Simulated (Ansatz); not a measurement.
# Al3GaAs4: the cost of one run

Program: Ansatz 0.2.0. Level of theory: DFT PBE, scalar-relativistic, plane waves, PAW. These are calculated values, not measurements.

### Step 1. The structure to begin with

It takes space group P-43m (No. 215, cubic). Conventional cell: a = 5.281 Å, b = 5.281 Å, c = 5.281 Å, α = 90.00°, β = 90.00°, γ = 90.00°. Al (site symmetry -42m) is surrounded by 4 As at 2.27 Å. Ga (site symmetry -43m) has 4 As at 2.34 Å as nearest neighbours. Around As (site symmetry 3m) lie 3 Al at 2.27 Å and 1 Ga at 2.34 Å.

Coordinates:

```cif
data_structure
_symmetry_space_group_name_H-M 'P 1'
_symmetry_Int_Tables_number 1
_cell_length_a 5.2806
_cell_length_b 5.2806
_cell_length_c 5.2806
_cell_angle_alpha 90.000
_cell_angle_beta 90.000
_cell_angle_gamma 90.000
_cell_volume 147.25
loop_
_atom_site_label
_atom_site_type_symbol
_atom_site_fract_x
_atom_site_fract_y
_atom_site_fract_z
_atom_site_occupancy
Al1 Al 0.50000 0.50000 0.00000 1
Al2 Al 0.50000 0.00000 0.50000 1
Al3 Al 0.00000 0.50000 0.50000 1
Ga1 Ga 0.00000 0.00000 0.00000 1
As1 As 0.74416 0.74416 0.25584 1
As2 As 0.74416 0.25584 0.74416 1
As3 As 0.25584 0.74416 0.74416 1
As4 As 0.25584 0.25584 0.25584 1
```

The cell was made up by rule, so the compound may not exist in this form.

(A quick probe on a coarse mesh, which set the mesh and smearing, is not shown.)

### Step 3. Rough relaxation on the coarse mesh

input.yaml reads:

```yaml
crystal:
  lattice:
    - [5.2805815186, 0.0, 0.0]
    - [0.0, 5.2805815186, 0.0]
    - [0.0, 0.0, 5.2805815186]
  atoms:
    - { symbol: Al, position: [0.5, 0.5, 0.0] }
    - { symbol: Al, position: [0.5, 0.0, 0.5] }
    - { symbol: Al, position: [0.0, 0.5, 0.5] }
    - { symbol: Ga, position: [0.0, 0.0, 0.0] }
    - { symbol: As, position: [0.74416343, 0.74416343, 0.25583657] }
    - { symbol: As, position: [0.74416343, 0.25583657, 0.74416343] }
    - { symbol: As, position: [0.25583657, 0.74416343, 0.74416343] }
    - { symbol: As, position: [0.25583657, 0.25583657, 0.25583657] }
basis:
  ecutwfc: 420
kpoints:
  mp_grid: { grid: [4, 4, 4] }
hamiltonian:
  xc: pbe
scf:
  occupations: { method: gaussian, width: 0.1 }
output:
  forces: true
  stress: true
  eigenvalues: true
relax:
  adjacent_minimum: "off"
  f_tol: 0.05
  max_steps: 80
  cell: { stress_tol: 0.5 }
```

On the command line:

```bash
$ ansatz run input.yaml --threads 4 --pin off --max-ram 12288MiB --backend cpu --events-out ev --progress --plain --runs-dir out
```

**Question.** How long does this run take on 4 threads of Intel Xeon at 2.70GHz, shared host, and how much memory does it need?

About 26 s, with a peak of 0.6 GiB.
